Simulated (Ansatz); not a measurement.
# CHClOSi (SMILES O[Si]#CCl): one structure at several levels

The task here is to estimate one member of a computed series from the others.

The runs use Ansatz 0.2.0, Gaussian basis; single points in def2-TZVPP.

Cores are frozen in the correlated methods.

## Starting geometry

5 atoms, charge 0, spin multiplicity 1.

Atoms are counted from 1 here; the program's logs count them from 0.

Bond lengths: O1–Si2 1.600 Å, O1–H5 0.807 Å, Si2–C3 1.711 Å, C3–Cl4 1.795 Å. Angles: Si2–O1–H5 128.4°, O1–Si2–C3 149.5°, Si2–C3–Cl4 118.8°.

As a file:

```csv
atom,x (Å),y (Å),z (Å)
O1,-0.4366,1.7199,0.0623
Si2,-0.1638,0.1437,0.0832
C3,0.9437,-1.1598,0.1359
Cl4,0.3069,-2.8381,0.1166
H5,-0.4595,2.2163,-0.5734
```

The first run:

Input file run/in.yaml:

```yaml
crystal:
  periodic: [false, false, false]
  atoms:
    - {symbol: O, position_ang: [-0.436600, 1.719900, 0.062300]}
    - {symbol: Si, position_ang: [-0.163800, 0.143700, 0.083200]}
    - {symbol: C, position_ang: [0.943700, -1.159800, 0.135900]}
    - {symbol: Cl, position_ang: [0.306900, -2.838100, 0.116600]}
    - {symbol: H, position_ang: [-0.459500, 2.216300, -0.573400]}
basis:
  gaussian: {orbitals: def2-TZVPP}
correlation: {method: ccsd_t}
output: {forces: true}
```

The command line of these runs was not kept.

Steps of the session up to this table: CCSD(T)/def2-TZVPP; PBE0-D4/def2-TZVPP; wB97M-V/def2-TZVPP; r2SCAN-D4/def2-TZVPP; PBE-D4/def2-TZVPP; revPBE-D4/def2-TZVPP; CAM-B3LYP-D4/def2-TZVPP.

One table of the session follows, with a row left open; its other results are not shown here.

```
      method  RMS force component (eV/Å)  angle to CCSD(T) forces (°)  dipole (D)
     CCSD(T)                       5.050                    reference        3.63
     PBE0-D4                           ?                            ?           ?
     wB97M-V                       5.072                          2.8        4.10
   r2SCAN-D4                       5.075                          1.7        3.80
      PBE-D4                       5.192                          1.6        3.59
   revPBE-D4                       5.168                          1.9        3.59
CAM-B3LYP-D4                       5.100                          3.5        4.06
```

Estimate the missing values for PBE0-D4.

**Answer.** RMS force component (eV/Å): 5.092; angle to CCSD(T) forces (°): 2.7; dipole (D): 3.90. In the column «RMS force component (eV/Å)» it lies between r2SCAN-D4 (5.075) and CAM-B3LYP-D4 (5.100).
